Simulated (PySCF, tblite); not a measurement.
# C5H12OSSi: geometry, infrared bands and NMR shifts

What infrared bands and NMR shifts should C5H12OSSi (`CC(=O)CSCC[SiH3]`) show?

The runs use tblite 0.8.0 and PySCF 2.14.0, with density-fitted response routines of our own; the level of theory stands in each step. All values are computed, except where a source is named. Atoms are numbered from 0 throughout.

## (1) The molecule as given

20 atoms, charge 0, multiplicity 1; geometry from: force field or distance geometry start.

Bonds of the start (Å): C0–C1 1.49, C1–O2 1.23, C1–C3 1.51, C3–S4 1.82, S4–C5 1.83, C5–C6 1.53, C6–Si7 1.87, C0–H8 1.10, C0–H9 1.10, C0–H10 1.10, C3–H11 1.11, C3–H12 1.09, C5–H13 1.09, C5–H14 1.11, C6–H15 1.09, C6–H16 1.10, Si7–H17 1.47, Si7–H18 1.48, Si7–H19 1.48.

## (2) Relaxing the molecule with GFN2-xTB

The job: settings as JSON, then the geometry in Å.

```
{"job": {"kind": "relax", "xc": "GFN2-xTB", "basis": "xTB"}, "charge": 0, "multiplicity": 1}
C     -3.159200     0.227900    -0.722100
C     -1.834700    -0.457600    -0.704500
O     -1.095000    -0.491400    -1.687600
C     -1.402000    -1.088500     0.600700
S     -0.726400     0.133100     1.771100
C      0.672800     0.796800     0.789500
C      1.760400    -0.244000     0.523000
Si     3.287700     0.434400    -0.326400
H     -3.943100    -0.467600    -0.400100
H     -3.153400     1.103800    -0.062300
H     -3.393700     0.555300    -1.742700
H     -2.274500    -1.579700     1.070700
H     -0.678500    -1.887100     0.424400
H      0.306400     1.239800    -0.138900
H      1.088900     1.632500     1.383900
H      1.364400    -1.051400    -0.089900
H      2.081400    -0.698400     1.474900
H      3.909600     1.466500     0.519200
H      4.264300    -0.656100    -0.552800
H      2.919200     1.042500    -1.625700
```

Started as:

```console
$ OMP_NUM_THREADS=1 python probes_run.py task.json out
```

This one command runs all jobs of the session in turn.

**Question.** This job is followed by: GFN2-xTB harmonic vibrations, gas phase; GIAO PBE0/pcSseg-1 NMR shielding, non-relativistic, gas phase. Predict these results of the whole session: strongest single infrared mode (GFN2-xTB); zero-point energy (GFN2-xTB); 13C shifts against TMS (PBE0/pcSseg-1); 1H shifts against TMS (PBE0/pcSseg-1, means over atoms taken as alike); 17O shifts against H2O (PBE0/pcSseg-1); 33S shifts against CS2 (PBE0/pcSseg-1); 29Si shifts against TMS (PBE0/pcSseg-1).

**Answer**, as computed:

| quantity | value |
| --- | --- |
| strongest single infrared mode (GFN2-xTB) | 793 cm⁻¹, 467 km/mol |
| zero-point energy (GFN2-xTB) | 96.2 kcal/mol |
| 13C shifts against TMS (PBE0/pcSseg-1) | 206.0, 40.5, 34.0, 28.3, 10.3 ppm |
| 1H shifts against TMS (PBE0/pcSseg-1, means over atoms taken as alike) | 3.81, 3.12, 2.40, 2.31, 1.08 ppm |
| 17O shifts against H2O (PBE0/pcSseg-1) | 673.3 ppm |
| 33S shifts against CS2 (PBE0/pcSseg-1) | 52 ppm |
| 29Si shifts against TMS (PBE0/pcSseg-1) | -72.6 ppm |

**Reading.** The optimisation took 65 steps and gained 0.139 eV; among the close pairs (by a distance rule), C6–Si7 changed most, from 1.875 to 1.905 Å. The lowest mode is imaginary (23i cm⁻¹), so the xTB geometry is not a minimum. The strongest single mode, at 793 cm⁻¹, has its largest shares on H17, Si7, H18 and H19 (the list is cut at 4 atoms). Unscaled tight-binding wavenumbers are off by several per cent, some by more. Its intensities can rank the bands wrongly. C1 (ketone carbonyl carbon) lies farthest downfield among carbon, at 206.0 ppm; low-lying n→π* states of the double bond to the heteroatom give a large paramagnetic term (-268 ppm). At PBE0/pcSseg-1: The largest span, 1249 ppm, is at O2, where the paramagnetic term is -743 ppm.
